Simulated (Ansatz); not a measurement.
# FH₂NSiZn, SMILES F[SiH]1[NH][Zn]1: a rigid scan of one bond length

With Ansatz 0.2.0 through its Python package.

At the Python prompt:
```pycon
>>> from dataclasses import dataclass
>>> import ansatz as az
>>> import numpy as np
>>> @dataclass
... class Settings:
...     basis_set: str = "def2-SVP"
...     level: str = "mp2"
...
>>> opts = Settings()
>>> mol = (
...     az.Crystal.molecule()
...     .atom("F", (0.2351, 1.1917, -1.2634))
...     .atom("Si", (0.0865, -0.3631, -0.743))
...     .atom("N", (-0.2901, -0.3822, 0.9986))
...     .atom("Zn", (-1.9287, 0.4797, 0.4905))
...     .atom("H", (1.3704, -1.0481, -1.0161))
...     .atom("H", (0.5689, 0.058, 1.4871))
... )
>>> symbols = [site.symbol for site in mol.cartesian_sites]
>>> start = np.array([site.position_ang for site in mol.cartesian_sites])
>>> axis = (start[0] - start[1]) / np.linalg.norm(start[0] - start[1])
>>> moving = [0]
>>> lengths, energies = [1.449, 1.515, 1.58, 1.646, 1.712, 1.778, 1.844, 1.943], []
>>> for length in lengths:
...     xyz = start.copy()
...     xyz[moving] += (length - np.linalg.norm(start[0] - start[1])) * axis
...     point = az.Crystal.molecule()
...     for symbol, place in zip(symbols, xyz):
...         point = point.atom(symbol, place.tolist())
...     setup = (
...         point.calculation()
...         .basis(gaussian=opts.basis_set)
...         .correlation(opts.level)
...     )
...     rep = setup.run().report
...     energies.append(rep["free_energy_ev"])
...     print(f"r = {length:6.3f} A  E = {energies[-1]:.5f} eV  <S^2> = {abs(rep['mean_field']['state']['spin_squared']):.3f}")
...
r =  1.449 A  E = -60465.47588 eV  <S^2> = 0.000
r =  1.515 A  E = -60466.02424 eV  <S^2> = 0.000
r =  1.580 A  E = -60466.30417 eV  <S^2> = 0.000
r =  1.646 A  E = -60466.39915 eV  <S^2> = 0.000
r =  1.712 A  E = -60466.35842 eV  <S^2> = 0.000
r =  1.778 A  E = -60466.22270 eV  <S^2> = 0.000
r =  1.844 A  E = -60466.02203 eV  <S^2> = 0.000
r =  1.943 A  E = -60465.64616 eV  <S^2> = 0.000
>>> # quartic fit about the minimum
>>> fit = np.polynomial.Polynomial.fit(lengths, np.array(energies) - min(energies), 4).convert()
>>> roots = [r.real for r in fit.deriv().roots() if abs(r.imag) < 1e-9 and fit.deriv(2)(r.real) > 0]
>>> r_e = min(roots, key=lambda r: abs(r - lengths[int(np.argmin(energies))]))
>>> print(f"minimum of the fit at {r_e:.4f} A, force constant {fit.deriv(2)(r_e):.2f} eV/A^2")
minimum of the fit at 1.6549 A, force constant 29.77 eV/A^2
```

What to keep in mind:
- Total energies depend on the basis set; only differences at equal settings carry meaning.
- The rest of the molecule is held rigid at a force-field or estimated start geometry, and the basis set is modest; single-reference methods fail as a bond breaks.
- The orbitals are restricted, so S² is zero by construction.
- S² is that of the Hartree-Fock reference.
- Wall time of the script: 18 s on 1 thread of Arm Neoverse V2, on a shared host, peak memory 0.26 GiB.
